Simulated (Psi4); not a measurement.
# One shape, several levels: singlet CH2NSn−

Aim: a comparison of 3 runs (BHLYP/def2-SVPD, CAM-B3LYP/def2-SVPD, wB97X/def2-SVPD) of singlet CH2NSn−. 

The results are computed with Psi4 1.11.

### Step 1. The system as given

CH2NSn−: 5 atoms, total charge -1, spin state singlet. As SMILES of the parent species, `N#[C][SnH2]`. Geometry: relaxed at PBE0-D4/def2-TZVP. That shape belongs to the parent species and isn't relaxed for this state.

Bond lengths: N1–C2 1.154 Å, C2–Sn3 2.115 Å, Sn3–H4 1.710 Å, Sn3–H5 1.710 Å. Angles: N1–C2–Sn3 175.8°, C2–Sn3–H4 105.7°, C2–Sn3–H5 105.7°, H4–Sn3–H5 113.6°.

### Step 2. Energy and gradient at BHLYP/def2-SVPD (core potential) (run 1)

Input file calc.in:

```
memory 2200 mb

molecule m {
  -1 1
  N      0.833800    -1.535700     1.665600
  C      0.506000    -0.851500     0.796000
  Sn     0.009600     0.331100    -0.886300
  H     -1.648500     0.038200    -1.184000
  H      0.349000     1.944400    -0.432600
  symmetry c1
  no_reorient
  no_com
}

set basis def2-SVPD
set puream true
set e_convergence 1e-09
set d_convergence 1e-08
set scf_type pk
set dft_radial_points 99
set dft_spherical_points 590

e, wfn = gradient("bhhlyp", return_wfn=True)
oeprop(wfn, "MAYER_INDICES", "LOWDIN_CHARGES", "MULLIKEN_CHARGES", title="BHHLYP")
print_variables()
```

Started as:

```bash
$ psi4 -n 1 calc.in calc.out
```

calc.out:

```text
[...]
  Running in c1 symmetry.
[...]
  Nuclear repulsion =   94.907877767547262
[...]
  Multiplicity = 1
[...]
  Nalpha       = 19
  Nbeta        = 19
[...]
    Number of basis functions: 88
[...]
   @RKS iter   1:  -307.91878018300167   -1.51495e+00   6.63278e-03 ADIIS/DIIS
[...]
   @RKS iter  12:  -308.16317306840432   -3.69482e-12   3.26495e-09 DIIS
[...]
  @RKS Final Energy:  -308.16317306840432
   => Energetics <=
    Nuclear Repulsion Energy =             94.9078777675472622
    One-Electron Energy =                -698.9979855497822427
    Two-Electron Energy =                 312.2015798250902208
    DFT Exchange-Correlation Energy =     -16.2746451112595309
    Empirical Dispersion Energy =           0.0000000000000000
    VV10 Nonlocal Energy =                  0.0000000000000000
    Total Energy =                       -308.1631730684043191
[...]
 Multipole Moments:
 ------------------------------------------------------------------------------------
     Multipole            Electronic (a.u.)      Nuclear  (a.u.)        Total (a.u.)
 ------------------------------------------------------------------------------------
 L = 1.  Multiply by 2.5417464519 to convert [e a0] to [Debye]
 Dipole X            :        -15.4312552           14.7101951           -0.7210601
 Dipole Y            :         13.1720101          -12.4572636            0.7147466
 Dipole Z            :          8.9813447           -8.8439183            0.1374265
 Magnitude           :                                                    1.0245371
[...]
  -Total Gradient:
     Atom            X                  Y                   Z
    ------   -----------------  -----------------  -----------------
       1       -0.002999062286     0.002340685181     0.002100473571
       2        0.007284431867     0.003343007092    -0.027949688831
       3       -0.028480937201     0.008527524151     0.054097270464
       4        0.014252824112    -0.005048841393    -0.013315862951
       5        0.009942688106    -0.009162737141    -0.014931161122
[...]
  Mulliken Charges: (a.u.)
   Center  Symbol    Alpha    Beta     Spin     Total
       1     N     3.64657  3.64657  0.00000 -0.29314
       2     C     3.04965  3.04965  0.00000 -0.09929
       3    SN    11.24701 11.24701  0.00000 -0.49403
       4     H     0.52839  0.52839  0.00000 -0.05677
       5     H     0.52838  0.52838  0.00000 -0.05676
   Total alpha = 19.00000, Total beta = 19.00000, Total charge = -1.00000
  Lowdin Charges: (a.u.)
   Center  Symbol    Alpha    Beta     Spin     Total
       1     N     3.57339  3.57339  0.00000 -0.14678
[...]
```

Run time: 20 s. Hardware: 1 thread of AMD EPYC 7R43 (Zen 3), shared host; peak memory 0.95 GiB.

### Step 3. A single-point energy at CAM-B3LYP/def2-SVPD (core potential) (run 2)

Input file job.in:

```
memory 2200 mb

molecule molecule1 {
  -1 1
  N      0.833800    -1.535700     1.665600
  C      0.506000    -0.851500     0.796000
  Sn     0.009600     0.331100    -0.886300
  H     -1.648500     0.038200    -1.184000
  H      0.349000     1.944400    -0.432600
  units angstrom
  symmetry c1
  no_reorient
  no_com
}

set basis def2-SVPD
set reference rks
set puream true
set e_convergence 1e-09
set d_convergence 1e-08
set scf_type pk
set dft_radial_points 99
set dft_spherical_points 590

energy_value, wavefunction = energy('cam-b3lyp', return_wfn=True)
oeprop(wavefunction, 'MULLIKEN_CHARGES', 'LOWDIN_CHARGES', 'WIBERG_LOWDIN_INDICES')
```

Started as:

```bash
$ psi4 -n 1 job.in job.out
```

job.out:

```text
[...]
  Running in c1 symmetry.
[...]
  Nuclear repulsion =   94.907877767547262
[...]
  Multiplicity = 1
[...]
  Nalpha       = 19
  Nbeta        = 19
[...]
    Number of basis functions: 88
[...]
   @RKS iter   1:  -307.97036485865522   -1.54828e+00   6.90611e-03 DIIS/ADIIS
[...]
   @RKS iter  12:  -308.23262381011745   -1.47793e-11   7.25593e-09 DIIS
[...]
    Orbital Energies [Eh]
    ---------------------
    Doubly Occupied:
       1A    -14.217157     2A    -10.101748     3A     -4.962759
       4A     -3.308027     5A     -3.304978     6A     -3.300154
       7A     -0.891049     8A     -0.887567     9A     -0.880585
      10A     -0.879243    11A     -0.877525    12A     -0.792863
      13A     -0.426038    14A     -0.295572    15A     -0.243361
      16A     -0.240872    17A     -0.231918    18A     -0.198362
      19A     -0.046043
[...]
  @RKS Final Energy:  -308.23262381011745
   => Energetics <=
    Nuclear Repulsion Energy =             94.9078777675472622
    One-Electron Energy =                -698.9575856989820295
    Two-Electron Energy =                 318.3781172545567415
    DFT Exchange-Correlation Energy =     -22.5610331332393912
    Empirical Dispersion Energy =           0.0000000000000000
    VV10 Nonlocal Energy =                  0.0000000000000000
    Total Energy =                       -308.2326238101174454
[...]
 Multipole Moments:
 ------------------------------------------------------------------------------------
     Multipole            Electronic (a.u.)      Nuclear  (a.u.)        Total (a.u.)
 ------------------------------------------------------------------------------------
 L = 1.  Multiply by 2.5417464519 to convert [e a0] to [Debye]
 Dipole X            :        -15.4137650           14.7101951           -0.7035699
 Dipole Y            :         13.1595677          -12.4572636            0.7023041
 Dipole Z            :          8.9664570           -8.8439183            0.1225387
 Magnitude           :                                                    1.0016274
[...]
  Mulliken Charges: (a.u.)
   Center  Symbol    Alpha    Beta     Spin     Total
       1     N     3.60672  3.60672  0.00000 -0.21345
       2     C     3.04022  3.04022  0.00000 -0.08043
       3    SN    11.36127 11.36127  0.00000 -0.72254
       4     H     0.49590  0.49590  0.00000  0.00821
       5     H     0.49589  0.49589  0.00000  0.00821
   Total alpha = 19.00000, Total beta = 19.00000, Total charge = -1.00000
  Lowdin Charges: (a.u.)
   Center  Symbol    Alpha    Beta     Spin     Total
       1     N     3.56436  3.56436  0.00000 -0.12871
[...]
```

It took 27 s on 1 thread of AMD EPYC 7R43 (Zen 3), shared host; peak memory 1 GiB.

### Step 4. Energy and forces at wB97X/def2-SVPD (core potential) (run 3)

Input file ch2nsn.xyz:

```xyz
5
CH2NSn
N      0.833800    -1.535700     1.665600
C      0.506000    -0.851500     0.796000
Sn     0.009600     0.331100    -0.886300
H     -1.648500     0.038200    -1.184000
H      0.349000     1.944400    -0.432600
```

Input file job.py:

```python
import psi4

psi4.set_memory(2200000000)
psi4.set_num_threads(1)
psi4.set_output_file('psi4.out', False)

with open('ch2nsn.xyz') as f:
    atoms = ''.join(f.readlines()[2:])
geom = psi4.geometry('-1 1\n' + atoms + 'symmetry c1')

psi4.set_options({
    'reference': 'rks',
    'puream': True,
    'e_convergence': 1e-09,
    'd_convergence': 1e-08,
    'scf_type': 'pk',
    'dft_radial_points': 99,
    'dft_spherical_points': 590,
})

E, wfn = psi4.gradient('wb97x/def2-SVPD', return_wfn=True)
psi4.oeprop(wfn, 'DIPOLE', 'WIBERG_LOWDIN_INDICES', 'MULLIKEN_CHARGES', title='WB97X')
print('gradient / Eh bohr^-1')
print(E.np.round(6))
print(f'energy = {wfn.energy():.10f} Eh')
```

Started as:

```bash
$ python job.py
```

psi4.out:

```text
[...]
    !!!  WARNING: ECP capability is in beta. Please check occupations closely.  !!!
[...]
  Running in c1 symmetry.
[...]
  Nuclear repulsion =   94.907877767547262
[...]
  Multiplicity = 1
[...]
  Nalpha       = 19
  Nbeta        = 19
[...]
    Number of basis functions: 88
[...]
   @RKS iter   1:  -308.09617370635414   -1.75842e+00   6.16778e-03 DIIS/ADIIS
[...]
   @RKS iter  13:  -308.30674467797604   -7.04858e-12   4.25932e-09 DIIS
[...]
  @RKS Final Energy:  -308.30674467797604
   => Energetics <=
    Nuclear Repulsion Energy =             94.9078777675472622
    One-Electron Energy =                -698.8451543600635887
    Two-Electron Energy =                 317.1859299698270434
    DFT Exchange-Correlation Energy =     -21.5553980552867230
    Empirical Dispersion Energy =           0.0000000000000000
    VV10 Nonlocal Energy =                  0.0000000000000000
    Total Energy =                       -308.3067446779760417
[...]
  -Total Gradient:
     Atom            X                  Y                   Z
    ------   -----------------  -----------------  -----------------
       1       -0.009322439464     0.015908628037    -0.015615779136
       2        0.013373242612    -0.010157949380    -0.009780185871
       3       -0.027791986126     0.008755048123     0.051689090277
       4        0.015042412116    -0.004787004618    -0.012889690829
       5        0.009562874776    -0.010016444103    -0.014944749282
[...]
 Multipole Moments:
 ------------------------------------------------------------------------------------
     Multipole            Electronic (a.u.)      Nuclear  (a.u.)        Total (a.u.)
 ------------------------------------------------------------------------------------
 L = 1.  Multiply by 2.5417464519 to convert [e a0] to [Debye]
 Dipole X            :         -6.8930180            6.3960812           -0.4969368
 Dipole Y            :         17.9962965          -17.1723876            0.8239090
 Dipole Z            :        -27.3913163           26.6182836           -0.7730326
 Magnitude           :                                                    1.2342413
[...]
  Mulliken Charges: (a.u.)
   Center  Symbol    Alpha    Beta     Spin     Total
       1     N     3.62398  3.62398  0.00000 -0.24796
       2     C     3.02364  3.02364  0.00000 -0.04728
       3    SN    11.35001 11.35001  0.00000 -0.70002
       4     H     0.50118  0.50118  0.00000 -0.00237
       5     H     0.50118  0.50118  0.00000 -0.00237
   Total alpha = 19.00000, Total beta = 19.00000, Total charge = -1.00000
  Wiberg Bond Indices using Orthogonal Lowdin Orbitals:
[...]
```

On the terminal:

```text
gradient / Eh bohr^-1
[[-0.009322  0.015909 -0.015616]
 [ 0.013373 -0.010158 -0.00978 ]
 [-0.027792  0.008755  0.051689]
 [ 0.015042 -0.004787 -0.01289 ]
 [ 0.009563 -0.010016 -0.014945]]
energy = -308.3067446780 Eh
```

Wall time 38 s (1 thread of AMD EPYC 7R43 (Zen 3), shared host); peak memory 1 GiB.

### Step 5. Overview of the runs

| run | level | task | energy (Eh) | HOMO energy (eV) | LUMO energy (eV) | HOMO–LUMO gap (eV) | wall time |
| --- | --- | --- | --- | --- | --- | --- | --- |
| 1 | BHLYP/def2-SVPD (core potential) | gradient | -308.163173 | -0.85 | 4.40 | 5.26 | 20 s |
| 2 | CAM-B3LYP/def2-SVPD (core potential) | energy | -308.232624 | -1.25 | 4.53 | 5.79 | 27 s |
| 3 | wB97X/def2-SVPD (core potential) | gradient | -308.306745 | -2.12 | 5.35 | 7.47 | 38 s |

### Step 6. Summary of results

```
                                                    quantity          value
                                         run 3: total energy  -308.30674 Eh
                                          run 3: HOMO energy       -2.12 eV
                                          run 3: LUMO energy        5.35 eV
run 3: HOMO–LUMO gap (to an unbound level, set by the basis)        7.47 eV
                             run 3: largest force on an atom     3.051 eV/Å
```

What this shows: The HOMO–LUMO gap runs from 5.26 eV (BHLYP/def2-SVPD) to 7.47 eV (wB97X/def2-SVPD). The empty levels of an anion lie above zero and hang on the basis. Totals of different functionals can't be ranked against each other. All runs together took 84 s, the longest 38 s.
